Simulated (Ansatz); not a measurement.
# C2Cl2F4: one species, many methods, part 2 of 2

Ansatz 0.2.0, Gaussian basis; functionals in def2-TZVPP, the program's frozen cores in correlated methods. Earlier steps stand in the parts before.

### Step 14. CAM-B3LYP-D4 (range-separated)

in.yaml reads:

```yaml
crystal:
  periodic: [false, false, false]
  atoms:
    - {symbol: F, position_ang: [0.267863, -1.566980, -0.725053]}
    - {symbol: C, position_ang: [-0.250752, -0.345600, -0.649732]}
    - {symbol: F, position_ang: [0.153945, 0.355660, -1.703708]}
    - {symbol: Cl, position_ang: [-2.005133, -0.446917, -0.644550]}
    - {symbol: C, position_ang: [0.250754, 0.345604, 0.649730]}
    - {symbol: F, position_ang: [-0.154153, -0.355467, 1.703748]}
    - {symbol: F, position_ang: [-0.267668, 1.567079, 0.724864]}
    - {symbol: Cl, position_ang: [2.005153, 0.446622, 0.644700]}
basis:
  gaussian: {orbitals: def2-TZVPP}
hamiltonian: {xc: {name: CAM-B3LYP}, dispersion: d4}
output: {orbitals: {seedname: orbitals}}
```

Command:

```sh
> ansatz run in.yaml --threads 2 --pin off --events-out ev --progress --plain --max-ram 22528MiB --backend cpu
```

The log of the run, shortened:

```text
Functional definition: CAM-B3LYP
  name "CAM-B3LYP"
  cite "Yanai, Tew & Handy, Chem. Phys. Lett. 393, 51 (2004) doi:10.1016/j.cplett.2004.06.011"
  cite "Iikura, Tsuneda, Yanai & Hirao, J. Chem. Phys. 115, 3540 (2001) doi:10.1063/1.1383587"
  cite "Becke, Phys. Rev. A 38, 3098 (1988) doi:10.1103/PhysRevA.38.3098"
  cite "Lee, Yang & Parr, Phys. Rev. B 37, 785 (1988) doi:10.1103/PhysRevB.37.785"
  cite "Vosko, Wilk & Nusair, Can. J. Phys. 58, 1200 (1980) doi:10.1139/p80-159"
[...]
  # Exact exchange under (alpha + beta erf(omega r))/r, Becke's under what is left of 1/r.
[...]
1610 factors; their error is unknown
275 factors; integrals over basis functions are off by at most 1.2e-5 eV
[...]
mean field -37990.27889373 eV, -1396.1169986085 hartree, gradient 7.7e-5 eV, S^2 0.000000; 0 other end points of the search recorded, 0 dependent functions left out
reference -37990.27900881 eV, -1396.1170028379 hartree; 41, 41 occupied and 229, 229 virtual orbitals, 1610 factors
Total energy: -37990.48674368 eV, -1396.1246369536 hartree
```

Wall time 8 s (2 threads of AMD EPYC 7R13, shared host); peak memory 1.1 GiB.

Atomisation energy: 30.773 eV (free atoms -37959.714 eV, run apart). HOMO -11.21 eV, LUMO 0.58 eV.

### Step 15. LC-ωPBE (range-separated)

Edit in.yaml of step 14 so:

```diff
@@ -13,3 +13,3 @@
   gaussian: {orbitals: def2-TZVPP}
-hamiltonian: {xc: {name: CAM-B3LYP}, dispersion: d4}
+hamiltonian: {xc: {name: LC-wPBE}}
 output: {orbitals: {seedname: orbitals}}
```

Same command.

The log of the run, shortened:

```text
Functional definition: LC-wPBE
  name "LC-wPBE"
  cite "Vydrov & Scuseria, J. Chem. Phys. 125, 234109 (2006) doi:10.1063/1.2409292"
  cite "Heyd & Scuseria, J. Chem. Phys. 120, 7274 (2004) doi:10.1063/1.1668634"
  cite "Ernzerhof & Perdew, J. Chem. Phys. 109, 3313 (1998) doi:10.1063/1.476928"
  cite "Perdew, Burke & Ernzerhof, Phys. Rev. Lett. 77, 3865 (1996) doi:10.1103/PhysRevLett.77.3865"
  parent pbe
[...]
1572 factors; their error is unknown
352 factors; integrals over basis functions are off by at most 3.1e-5 eV
[...]
mean field -37978.84896270 eV, -1395.6969563908 hartree, gradient 2.1e-5 eV, S^2 0.000000; 0 other end points of the search recorded, 0 dependent functions left out
reference -37978.84896270 eV, -1395.6969563909 hartree; 41, 41 occupied and 229, 229 virtual orbitals, 1572 factors
Total energy: -37978.84896270 eV, -1395.6969563909 hartree
```

Run time: 6.5 s. Hardware: 2 threads of AMD EPYC 7R13, shared host; peak memory 0.61 GiB.

Atomisation energy: 31.054 eV (free atoms -37947.795 eV, run apart). HOMO -12.63 eV, LUMO 1.89 eV.

### Step 16. ωB97X-V (range-separated)

Edit in.yaml of step 15 so:

```diff
@@ -13,3 +13,3 @@
   gaussian: {orbitals: def2-TZVPP}
-hamiltonian: {xc: {name: LC-wPBE}}
+hamiltonian: {xc: {name: wB97X-V}}
 output: {orbitals: {seedname: orbitals}}
```

Launched as before.

The log of the run, shortened:

```text
Functional definition: wB97X-V
  name "wB97X-V"
  cite "Mardirossian & Head-Gordon, Phys. Chem. Chem. Phys. 16, 9904 (2014) doi:10.1039/C3CP54374A"
  cite "Becke, J. Chem. Phys. 107, 8554 (1997) doi:10.1063/1.475007"
  cite "Vydrov & Van Voorhis, J. Chem. Phys. 133, 244103 (2010) doi:10.1063/1.3521275"
[...]
      + integral(e_c_pw_opposite_spin*poly(b97_u_opposite, cos0, cos1)) + vv10(b, c)
1604 factors; their error is unknown
266 factors; integrals over basis functions are off by at most 1.7e-5 eV
[...]
mean field -37985.11203591 eV, -1395.9271200862 hartree, gradient 5.2e-5 eV, S^2 0.000000; 0 other end points of the search recorded, 0 dependent functions left out
reference -37985.11203453 eV, -1395.9271200352 hartree; 41, 41 occupied and 229, 229 virtual orbitals, 1604 factors
Total energy: -37985.11203453 eV, -1395.9271200352 hartree
```

It took 15 s on 2 threads of AMD EPYC 7R13, shared host; peak memory 1.1 GiB.

With the free atoms at this level, -37954.128 eV in sum, the atomisation energy is 30.984 eV. HOMO -12.24 eV, LUMO 1.79 eV.

### Step 17. ωB97M-V (range-separated)

Edit in.yaml of step 16 so:

```diff
@@ -13,3 +13,3 @@
   gaussian: {orbitals: def2-TZVPP}
-hamiltonian: {xc: {name: wB97X-V}}
-output: {orbitals: {seedname: orbitals}}
+hamiltonian: {xc: {name: wB97M-V}}
+output: {forces: true, orbitals: {seedname: orbitals}}
```

Same command.

The log of the run, shortened:

```text
Functional definition: wB97M-V
  name "wB97M-V"
  cite "Mardirossian & Head-Gordon, J. Chem. Phys. 144, 214110 (2016) doi:10.1063/1.4952647"
  cite "Becke, J. Chem. Phys. 107, 8554 (1997) doi:10.1063/1.475007"
  cite "Vydrov & Van Voorhis, J. Chem. Phys. 133, 244103 (2010) doi:10.1063/1.3521275"
  # Of w^i u^j: cxij and so on, Table III.
[...]
  gx(w, u) = 1 - cx + cx01*u + cx10*w
  gss(w, u) = css00 + css04*u^4 + css10*w + css20*w^2 + css43*w^4*u^3
  gos(w, u) = cos00 + cos10*w + (cos20 + cos21*u)*w^2 + (cos60 + cos61*u)*w^6
[...]
      + integral(e_c_pw_mod_opposite_spin*gos(b97_w_opposite, b97_u_opposite)) + vv10(b, c)
1604 factors; their error is unknown
266 factors; integrals over basis functions are off by at most 1.7e-5 eV
[...]
mean field -37988.85586431 eV, -1396.0647032419 hartree, gradient 5.1e-5 eV, S^2 0.000000; 0 other end points of the search recorded, 0 dependent functions left out
[...]
reference -37988.85589782 eV, -1396.0647044733 hartree; 41, 41 occupied and 229, 229 virtual orbitals, 1604 factors
Total energy: -37988.85589782 eV, -1396.0647044733 hartree
Atom 0 at     0.267863    -1.566980    -0.725053 Å, force     0.114980    -0.239930     0.001368 eV/Å
Atom 1 at    -0.250752    -0.345600    -0.649732 Å, force    -0.161664     0.115255     0.245181 eV/Å
Atom 2 at     0.153945     0.355660    -1.703708 Å, force     0.091832     0.151908    -0.198182 eV/Å
Atom 3 at    -2.005133    -0.446917    -0.644550 Å, force    -0.057899    -0.001908     0.002861 eV/Å
Atom 4 at     0.250754     0.345604     0.649730 Å, force     0.161665    -0.115258    -0.245180 eV/Å
Atom 5 at    -0.154153    -0.355467     1.703748 Å, force    -0.091800    -0.151981     0.198150 eV/Å
Atom 6 at    -0.267668     1.567079     0.724864 Å, force    -0.115008     0.239910    -0.001289 eV/Å
Atom 7 at     2.005153     0.446622     0.644700 Å, force     0.057893     0.002003    -0.002909 eV/Å
Dipole moment:     0.000002    -0.000028     0.000014 e Å
```

It took 20 s on 2 threads of AMD EPYC 7R13, shared host; peak memory 1.2 GiB.

With the free atoms at this level, -37957.821 eV in sum, the atomisation energy is 31.035 eV. HOMO -12.05 eV, LUMO 1.68 eV.

### Step 18. B2PLYP (double hybrid)

Edit in.yaml of step 17 so:

```diff
@@ -13,3 +13,2 @@
   gaussian: {orbitals: def2-TZVPP}
-hamiltonian: {xc: {name: wB97M-V}}
-output: {forces: true, orbitals: {seedname: orbitals}}
+hamiltonian: {xc: {name: B2PLYP}}
```

Launched as before.

The log of the run, shortened:

```text
Functional definition: B2PLYP
  name "B2PLYP"
  cite "Grimme, J. Chem. Phys. 124, 034108 (2006) doi:10.1063/1.2148954"
  cite "Becke, Phys. Rev. A 38, 3098 (1988) doi:10.1103/PhysRevA.38.3098"
  cite "Lee, Yang & Parr, Phys. Rev. B 37, 785 (1988) doi:10.1103/PhysRevB.37.785"
[...]
1761 factors; integrals over basis functions are off by at most 8.3e-4 eV
[...]
mean field -37963.58856552 eV, -1395.1361471382 hartree, gradient 4.4e-6 eV, S^2 0.000000; 0 other end points of the search recorded, 0 dependent functions left out
16 core orbitals not correlated: weight in the atoms' cores, before any rotation towards them, 1.000 or more for the frozen orbitals, at most 0.000 for the correlated occupied ones
reference -37963.58871632 eV, -1395.1361526800 hartree; 25, 25 occupied and 229, 229 virtual orbitals, 1761 factors
second order -54.77523162 eV of doubles, -0.00000000 eV of singles
Total energy: -37978.37802886 eV, -1395.6796498912 hartree
```

Wall time 12 s (2 threads of AMD EPYC 7R13, shared host); peak memory 0.93 GiB.

With the free atoms at this level, -37948.247 eV in sum, the atomisation energy is 30.132 eV.

### Step 19. PBE-QIDH (double hybrid)

Edit in.yaml of step 18 so:

```diff
@@ -13,2 +13,2 @@
   gaussian: {orbitals: def2-TZVPP}
-hamiltonian: {xc: {name: B2PLYP}}
+hamiltonian: {xc: {name: PBE-QIDH}}
```

The command is unchanged.

The log of the run, shortened:

```text
Functional definition: PBE-QIDH
  name "PBE-QIDH"
  cite "Brémond, Sancho-García, Pérez-Jiménez & Adamo, J. Chem. Phys. 141, 031101 (2014) doi:10.1063/1.4890314"
  cite "Perdew, Burke & Ernzerhof, Phys. Rev. Lett. 77, 3865 (1996) doi:10.1103/PhysRevLett.77.3865"
[...]
1761 factors; integrals over basis functions are off by at most 8.3e-4 eV
[...]
mean field -37948.86501873 eV, -1394.5950667737 hartree, gradient 3.2e-6 eV, S^2 0.000000; 0 other end points of the search recorded, 0 dependent functions left out
16 core orbitals not correlated: weight in the atoms' cores, before any rotation towards them, 1.000 or more for the frozen orbitals, at most 0.000 for the correlated occupied ones
reference -37948.86502790 eV, -1394.5950671107 hartree; 25, 25 occupied and 229, 229 virtual orbitals, 1761 factors
second order -51.10892322 eV of doubles, -0.00000000 eV of singles
Total energy: -37965.90133564 eV, -1395.2211398725 hartree
```

Wall time 12 s (2 threads of AMD EPYC 7R13, shared host); peak memory 0.92 GiB.

Atomisation energy: 30.663 eV (free atoms -37935.238 eV, run apart).

### Step 20. Frontier levels by functional

Dipoles come from the runs that computed forces. Levels, from each run's orbital file:

```csv
functional,HOMO (eV),LUMO (eV),gap (eV),dipole (D)
LDA (SPW92),-8.44,-1.96,6.47,
PBE-D4,-8.25,-1.69,6.56,0.00
revPBE-D4,-8.17,-1.58,6.60,
BLYP-D4,-8.11,-1.60,6.51,
r2SCAN-D4,-8.65,-1.50,7.14,0.00
B97M-V,-8.76,-1.36,7.40,
PBE0-D4,-9.76,-0.60,9.17,
B3LYP-D4,-9.50,-0.90,8.60,0.00
r2SCANh-D4,-9.20,-1.10,8.09,
r2SCAN0-D4,-10.02,-0.49,9.53,
HSE06-D4,-9.36,-0.98,8.37,
BHLYP-D4,-11.15,0.60,11.75,
CAM-B3LYP-D4,-11.21,0.58,11.78,
LC-ωPBE,-12.63,1.89,14.52,
ωB97X-V,-12.24,1.79,14.02,
ωB97M-V,-12.05,1.68,13.74,0.00
```

### Step 21. CCSD(T) in def2-SVP

Edit in.yaml of step 19 so:

```diff
@@ -12,3 +12,3 @@
 basis:
-  gaussian: {orbitals: def2-TZVPP}
-hamiltonian: {xc: {name: PBE-QIDH}}
+  gaussian: {orbitals: def2-SVP}
+correlation: {method: ccsd_t}
```

Command:

```sh
> ansatz run in.yaml --threads 2 --pin off --events-out ev --progress --plain --max-ram 22528MiB --backend cuda --devices 0, --max-vram 18GiB
```

The log of the run, shortened:

```text
Functional definition: HF
  name "HF"
  cite "Fock, Z. Phys. 61, 126 (1930) doi:10.1007/BF01340294"
  parent pbe
[...]
1135 factors; integrals over basis functions are off by at most 1.3e-3 eV
[...]
mean field -37872.65364528 eV, -1391.7943504574 hartree, gradient 1.7e-6 eV, S^2 0.000000; 0 other end points of the search recorded, 0 dependent functions left out
16 core orbitals not correlated: weight in the atoms' cores, before any rotation towards them, 1.000 or more for the frozen orbitals, at most 0.000 for the correlated occupied ones
reference -37872.65364528 eV, -1391.7943504574 hartree; 25, 25 occupied and 79, 79 virtual orbitals, 1135 factors
second order -34.39141426 eV of doubles, -0.00000000 eV of singles
cycle   1  -34.48081450 eV  change   -8.9e-2 eV  update   1.2e-1
[...]
cycle   9  -35.33169442 eV  change   -1.2e-5 eV  update   1.4e-5
perturbative correction -0.81222543 eV, -0.0298487341 hartree
Total energy: -37908.79756513 eV, -1393.1226150128 hartree
```

Run time: 2.3 s. Hardware: 1 × H100 (card shared with other runs) with 2 threads of AMD EPYC 7R13, shared host; peak host memory 0.8 GiB.

### Step 22. CCSD(T) in def2-TZVPP

Edit in.yaml of step 21 so:

```diff
@@ -12,3 +12,4 @@
 basis:
-  gaussian: {orbitals: def2-SVP}
+  gaussian: {orbitals: def2-TZVPP}
 correlation: {method: ccsd_t}
+output: {orbitals: {seedname: orbitals}}
```

The command is unchanged.

The log of the run, shortened:

```text
Functional definition: HF
  name "HF"
  cite "Fock, Z. Phys. 61, 126 (1930) doi:10.1007/BF01340294"
  parent pbe
[...]
1761 factors; integrals over basis functions are off by at most 8.3e-4 eV
[...]
mean field -37897.38523874 eV, -1392.7032197535 hartree, gradient 1.9e-6 eV, S^2 0.000000; 0 other end points of the search recorded, 0 dependent functions left out
16 core orbitals not correlated: weight in the atoms' cores, before any rotation towards them, 1.000 or more for the frozen orbitals, at most 0.000 for the correlated occupied ones
reference -37897.38523874 eV, -1392.7032197535 hartree; 25, 25 occupied and 229, 229 virtual orbitals, 1761 factors
second order -45.77977660 eV of doubles, -0.00000000 eV of singles
cycle   1  -45.46405768 eV  change    3.2e-1 eV  update   1.4e-1
[...]
cycle   9  -46.60364598 eV  change   -2.7e-5 eV  update   2.1e-5
perturbative correction -1.73894512 eV, -0.0639050544 hartree
Total energy: -37945.72782984 eV, -1394.4797772085 hartree
```

Run time: 6 s. Hardware: 1 × H100 (card shared with other runs) with 2 threads of AMD EPYC 7R13, shared host; peak host memory 0.87 GiB.

### Step 23. MP2 in def2-QZVPP

Edit in.yaml of step 22 so:

```diff
@@ -12,4 +12,3 @@
 basis:
-  gaussian: {orbitals: def2-TZVPP}
-correlation: {method: ccsd_t}
-output: {orbitals: {seedname: orbitals}}
+  gaussian: {orbitals: "def2-QZVPP.json"}
+correlation: {method: mp2}
```

The command is unchanged.

The log of the run:

```text
Functional definition: HF
  name "HF"
  cite "Fock, Z. Phys. 61, 126 (1930) doi:10.1007/BF01340294"
  parent pbe
  exchange = exact_x
  correlation = 0
3032 factors; integrals over basis functions are off by at most 5.8e-4 eV
mean field evaluation 1: about -37892.9053 eV, gradient 5.3e1 eV
mean field evaluation 2: about -37893.1618 eV, gradient 5.3e1 eV
mean field evaluation 4: about -37898.5241 eV, gradient 4.5e0 eV
mean field evaluation 8: about -37898.6201 eV, gradient 3.2e-1 eV
mean field evaluation 16: about -37898.6208 eV, gradient 2.0e-6 eV
mean field -37898.62075956 eV, -1392.7486243060 hartree, gradient 2.0e-6 eV, S^2 0.000000; 0 other end points of the search recorded, 0 dependent functions left out
16 core orbitals not correlated: weight in the atoms' cores, before any rotation towards them, 1.000 or more for the frozen orbitals, at most 0.000 for the correlated occupied ones
reference -37898.62075956 eV, -1392.7486243060 hartree; 25, 25 occupied and 441, 441 virtual orbitals, 3032 factors
second order -50.06936387 eV of doubles, -0.00000000 eV of singles
Total energy: -37948.69012343 eV, -1394.5886394900 hartree
```

It took 5.5 s on 1 × H100 (card shared with other runs) with 2 threads of AMD EPYC 7R13, shared host; peak host memory 1.1 GiB.

The pieces so far (eV):

```csv
basis,HF,MP2 correlation,CCSD correlation,(T),total
def2-SVP,-37872.6536,-34.3914,-35.3317,-0.8122,-37908.7976
def2-TZVPP,-37897.3852,-45.7798,-46.6036,-1.7389,-37945.7278
def2-QZVPP,-37898.6208,-50.0694,,,-37948.6901 (MP2)
```

The report of the def2-TZVPP run gives T1 = 0.0118.

### Step 24. Extrapolating to the complete basis

This step is arithmetic on the last runs, with X = 3 and 4: exp(−7.88√X) for Hartree-Fock, X^−2.97 for correlation; only MP2 was run in the larger set, so CCSD(T) minus MP2 is added from the smaller one.

```csv
level,energy at the limit (eV)
HF,-37898.7909
MP2,-37952.0378
CCSD,-37952.8616
CCSD(T),-37954.6006
```

### Step 25. RPA on PBE orbitals

Edit in.yaml of step 23 so:

```diff
@@ -12,3 +12,4 @@
 basis:
-  gaussian: {orbitals: "def2-QZVPP.json"}
-correlation: {method: mp2}
+  gaussian: {orbitals: def2-TZVPP}
+hamiltonian: {xc: pbe}
+correlation: {method: rpa}
```

Command:

```sh
> ansatz run in.yaml --threads 2 --pin off --events-out ev --progress --plain --max-ram 22528MiB --backend cpu
```

The log of the run, shortened:

```text
Functional definition: PBE
  name "PBE"
  cite "Perdew, Burke & Ernzerhof, Phys. Rev. Lett. 77, 3865 (1996) doi:10.1103/PhysRevLett.77.3865"
  parent pbe
[...]
1761 factors; integrals over basis functions are off by at most 8.3e-4 eV
[...]
mean field -37970.26156781 eV, -1395.3813754493 hartree, gradient 7.6e-6 eV, S^2 0.000000; 0 other end points of the search recorded, 0 dependent functions left out
16 core orbitals not correlated: weight in the atoms' cores, before any rotation towards them, 1.000 or more for the frozen orbitals, at most 0.000 for the correlated occupied ones
reference -37894.49859068 eV, -1392.5971373939 hartree; 25, 25 occupied and 229, 229 virtual orbitals, 1761 factors
Total energy: -37964.12314112 eV, -1395.1557924293 hartree
```

It took 11 s on 2 threads of AMD EPYC 7R13, shared host; peak memory 0.8 GiB.

RPA correlation: -69.625 eV.

### Step 26. All levels against the reference

Atomisation energy = energies of 4 F, 2 C, 2 Cl (separate runs, same level) minus the molecule's; electronic only, no spin-orbit term.

```csv
method,rung,"atoms, summed (eV)",atomisation energy (eV),from CCSD(T)/CBS (eV),time
LDA (SPW92),LDA,-37786.720,38.816,+8.127,1.9 s
PBE-D4,GGA,-37937.714,32.792,+2.103,4.1 s
revPBE-D4,GGA,-37953.435,31.293,+0.604,3.5 s
BLYP-D4,GGA,-37960.898,30.870,+0.181,3.3 s
r2SCAN-D4,meta-GGA,-37954.720,31.254,+0.565,8 s
B97M-V,meta-GGA,-37951.655,30.949,+0.260,15 s
PBE0-D4,hybrid,-37941.116,31.202,+0.513,6.5 s
B3LYP-D4,hybrid,-37963.518,30.287,-0.402,12 s
r2SCANh-D4,hybrid,-37954.431,30.711,+0.022,10 s
r2SCAN0-D4,hybrid,-37954.022,29.935,-0.754,11 s
HSE06-D4,hybrid,-37940.120,31.246,+0.557,7.5 s
BHLYP-D4,hybrid,-37959.514,28.284,-2.405,8.5 s
CAM-B3LYP-D4,range-separated,-37959.714,30.773,+0.084,8 s
LC-ωPBE,range-separated,-37947.795,31.054,+0.365,6.5 s
ωB97X-V,range-separated,-37954.128,30.984,+0.295,15 s
ωB97M-V,range-separated,-37957.821,31.035,+0.346,20 s
B2PLYP,double hybrid,-37948.247,30.132,-0.557,12 s
PBE-QIDH,double hybrid,-37935.238,30.663,-0.026,12 s
RPA@PBE,RPA,-37937.301,26.822,-3.867,11 s
HF/def2-TZVPP,wavefunction,-37877.865,19.520,-11.169,
MP2/def2-TZVPP,wavefunction,-37911.615,31.550,+0.861,
CCSD/def2-TZVPP,wavefunction,-37915.318,28.671,-2.018,
CCSD(T)/def2-SVP,wavefunction,-37879.928,28.870,-1.819,2.3 s (GPU)
CCSD(T)/def2-TZVPP,wavefunction,-37916.116,29.612,-1.077,6 s (GPU)
MP2/CBS,wavefunction,-37919.410,32.628,+1.939,
CCSD(T)/CBS,wavefunction,-37923.912,30.689,0,12 s (GPU)
```

Some runs used a GPU and others CPU threads alone; cost is compared among the CPU runs only.

Among the levels timed on like hardware, those that no quicker one beats, quickest first: LDA (SPW92) (1.9 s, +8.127 eV); BLYP-D4 (3.3 s, +0.181 eV); CAM-B3LYP-D4 (8 s, +0.084 eV); r2SCANh-D4 (10 s, +0.022 eV).

LDA (SPW92), LC-ωPBE, B2PLYP, PBE-QIDH carry no dispersion term (for B3LYP, D4 adds 0.397 eV).

Times are those of the molecule's run; HF, MP2 and CCSD come out of the CCSD(T) runs, and the limit's time is the sum of the runs that it needs.

### Step 27. From atomisation energies to enthalpies of formation

The vibrations of an earlier PBE0-D4 run give H(298) − E = 0.933 eV for the molecule; each atom carries 5/2 RT. With the gaseous atoms' enthalpies of formation (F 79.374, C 716.873, Cl 121.302 kJ/mol, Active Thermochemical Tables 1.112), ΔfH = Σ atoms − (atomisation energy − 0.419 eV). Measured: -937 kJ/mol (298.15 K; CRC Handbook of Chemistry and Physics).

```csv
method,ΔfH(298) (eV),from the measured (eV)
LDA (SPW92),-17.733,-8.022
PBE-D4,-11.709,-1.998
revPBE-D4,-10.209,-0.498
BLYP-D4,-9.787,-0.076
r2SCAN-D4,-10.171,-0.460
B97M-V,-9.866,-0.155
PBE0-D4,-10.118,-0.407
B3LYP-D4,-9.203,+0.508
r2SCANh-D4,-9.628,+0.083
r2SCAN0-D4,-8.851,+0.860
HSE06-D4,-10.162,-0.451
BHLYP-D4,-7.200,+2.511
CAM-B3LYP-D4,-9.689,+0.022
ωB97X-V,-9.900,-0.189
ωB97M-V,-9.951,-0.240
B2PLYP,-9.048,+0.663
PBE-QIDH,-9.579,+0.132
LC-ωPBE,-9.971,-0.260
RPA@PBE,-5.738,+3.973
HF/def2-TZVPP,+1.563,+11.274
MP2/def2-TZVPP,-10.467,-0.756
CCSD/def2-TZVPP,-7.587,+2.124
CCSD(T)/def2-SVP,-7.786,+1.925
CCSD(T)/def2-TZVPP,-8.528,+1.183
MP2/CBS,-11.544,-1.833
CCSD(T)/CBS,-9.605,+0.106
```

### Step 28. Results

What follows sums up all 2 parts.

```
                               quantity                                      value
        atomisation energy, CCSD(T)/CBS                                  30.689 eV
    functionals within 0.153 eV (0.5 %)         r2SCANh-D4, CAM-B3LYP-D4, PBE-QIDH
                    farthest beyond LDA                       BHLYP-D4 (-2.405 eV)
                mean size of error, GGA                                   0.963 eV
           mean size of error, meta-GGA                                   0.413 eV
             mean size of error, hybrid                                   0.776 eV
    mean size of error, range-separated                                   0.272 eV
      mean size of error, double hybrid                                   0.292 eV
              gap, smallest and largest  6.47 eV (LDA (SPW92)), 14.52 eV (LC-ωPBE)
                          T1 diagnostic                                     0.0118
triples share of the correlation energy                                      3.6 %
```

The LDA atomisation energy is off by 8.127 eV (26 %): it overbinds. PBE-D4 is off by +2.103 eV. Double hybrids carry the basis error of their MP2 part in triple zeta, and no dispersion term here, so their miss is partly the set-up's. By mean error the best rung here is range-separated (0.272 eV) and the worst beyond LDA is GGA (0.963 eV). The gap between the best rungs is small, so their order is not settled. RPA and LDA stand outside this count. The reference freezes the cores and leaves out relativity and excitations past (T), so misses under about 0.153 eV can't be ranked. Hartree-Fock recovers 64 % of the binding; the rest is correlation. CCSD(T) in def2-SVP is off by -1.819 eV, which most functionals beat. Orbital gaps span 6.5 to 14.5 eV; exact exchange widens them. Against the measured enthalpy of formation, CCSD(T)/CBS is off by +0.106 eV and PBE-D4 by -1.998 eV. Left out at every level are anharmonicity, which would lower the calculated values a little, and the spin-orbit lowering of the F, C, Cl atoms, which would raise them by several kJ/mol an atom or more for Cl, Br and I; core-valence correlation, missing in the reference, would lower it.

For cost: r2SCANh-D4 gets within 0.022 eV in 10 s; the quickest level in the cost chart, LDA (SPW92), takes 1.9 s and misses by 8.127 eV.
